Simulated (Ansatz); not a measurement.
# SiO2: a line through a two-coordinate scan

Aim: follow the energy of SiO₂ (P4_2/mnm, No. 136; 6 atoms in the cell) along one coordinate, volume per atom, with the other held at c/a of the conventional cell = 0.635.

Program: Ansatz 0.2.0. Level of theory: DFT PBE, scalar-relativistic, plane waves, PAW. These are calculated values, not measurements.

42 further runs of the same task are left out: 42 set aside as unsound or not needed. Runs told in other sessions of the task aren't counted.

### 1 The starting structure

The structure is tetragonal, space group P4_2/mnm (No. 136). The conventional cell has a = 4.236 Å, b = 4.236 Å, c = 2.690 Å, α = 90.00°, β = 90.00°, γ = 90.00°. Around Si (site symmetry mmm) lie 6 O at 1.77 to 1.84 Å. O (site symmetry m2m) is surrounded by 3 Si at 1.77 to 1.84 Å.

Structure file:

```xyz
6
Lattice="4.2359 0.0000 0.0000 0.0000 4.2359 0.0000 0.0000 0.0000 2.6898" Properties=species:S:1:pos:R:3 pbc="T T T"
Si    2.1179    2.1179    1.3449
Si    0.0000    0.0000    0.0000
O     2.9355    2.9355    0.0000
O     0.8176    3.4183    1.3449
O     1.3004    1.3004    0.0000
O     3.4183    0.8176    1.3449
```

It goes back to an entry of the Materials Project, which need not be the stable form.

This cell was relaxed beforehand with the same method: volume 8.04 Å³/atom, gap on the mesh 5.05 eV.

### 2 Plan of the line

The energy is mapped over volume and the cell's shape.

The axes are (1) volume per atom: 9 values from 6.757 to 9.331 Å³; (2) c/a of the conventional cell: 9 values from 0.563 to 0.716.

Nothing else is relaxed (fractional coordinates fixed). Energies count from the relaxed crystal. Points are written as (first, second).

### 3 Grid point (6.757 Å³, 0.635)

Contents of input.yaml:

```yaml
crystal:
  lattice:
    - [3.9967865222, 0.0, 0.0]
    - [0.0, 3.9967865222, 0.0]
    - [0.0, 0.0, 2.5379511869]
  atoms:
    - { symbol: Si, position: [0.5, 0.5, 0.5] }
    - { symbol: Si, position: [0.0, 0.0, 0.0] }
    - { symbol: O, position: [0.6930127928, 0.6930127928, 0.0] }
    - { symbol: O, position: [0.1930127928, 0.8069872072, 0.5] }
    - { symbol: O, position: [0.3069872072, 0.3069872072, 0.0] }
    - { symbol: O, position: [0.8069872072, 0.1930127928, 0.5] }
basis:
  ecutwfc: 520.0
kpoints:
  mp_grid: { grid: [6, 6, 10] }
hamiltonian:
  xc: pbe
  pseudopotentials: { kind: paw, azcp: { folder: soft_1 } }
scf:
  occupations: { method: gaussian, width: 0.05 }
output:
  forces: true
  stress: true
  eigenvalues: true
```

Run with:

```
ansatz run input.yaml --threads 2 --pin off --max-ram 4096MiB --backend cpu --events-out ev --progress --plain --runs-dir out
```

Further runs follow: the other points of the line.

Q: Predict the outcome of this session. Wanted: for each run, volume per atom; energy; slope; pressure; largest force on an atom.

**Answer**, as computed:

| volume per atom (Å³) | step | energy (meV/atom) | slope (meV/atom per Å³) | pressure (GPa) | band gap on the k-mesh (eV) | largest force on an atom (eV/Å) |
| --- | --- | --- | --- | --- | --- | --- |
| 6.757 | 3 | 259 | −468 | 75 | 7.29 | 1.50 |
| 7.078 | 4 | 135 | −312 | 50 | 7.14 | 1.04 |
| 7.400 | 5 | 56 | −186 | 30 | 6.56 | 0.65 |
| 7.722 | 6 | 13 | −83 | 13 | 5.78 | 0.30 |
| 8.044 | – | 0 | 0 | 0 | 5.05 | 0.00 |
| 8.365 | 7 | 11 | 67 | −11 | 4.39 | 0.26 |
| 8.687 | 8 | 42 | 122 | −20 | 3.78 | 0.49 |
| 9.009 | 9 | 89 | 166 | −27 | 3.21 | 0.69 |
| 9.331 | – | 148 | 202 | −32 | 2.69 | 0.86 |

Energies count from the relaxed crystal. Rows without a step come from runs not printed here or follow by symmetry. Slopes come from the forces (and the stress, where the cell changes), not from differences of energies.

Of the points computed the energy is lowest at 8.044 Å³, 0 meV/atom from the zero. A fit to energies and slopes at the lowest point and its two neighbours puts the minimum at 8.0435 Å³, with a curvature of about 230 meV/atom per (Å³)². V·d²E/dV² there is about 300 GPa, a bulk modulus under this line's constraint. The well is lopsided: two grid steps out, the energy rises by 56 meV/atom towards smaller values and 42 meV/atom towards larger ones. The highest point computed, at 6.757 Å³, lies 259 meV/atom above the lowest. This is one cut through a surface in two coordinates; it holds the lowest point sampled, which need not be a minimum.

The gaps are Kohn-Sham values of a semilocal functional, not quasiparticle or optical gaps. Such gaps usually fall short of the measured ones.
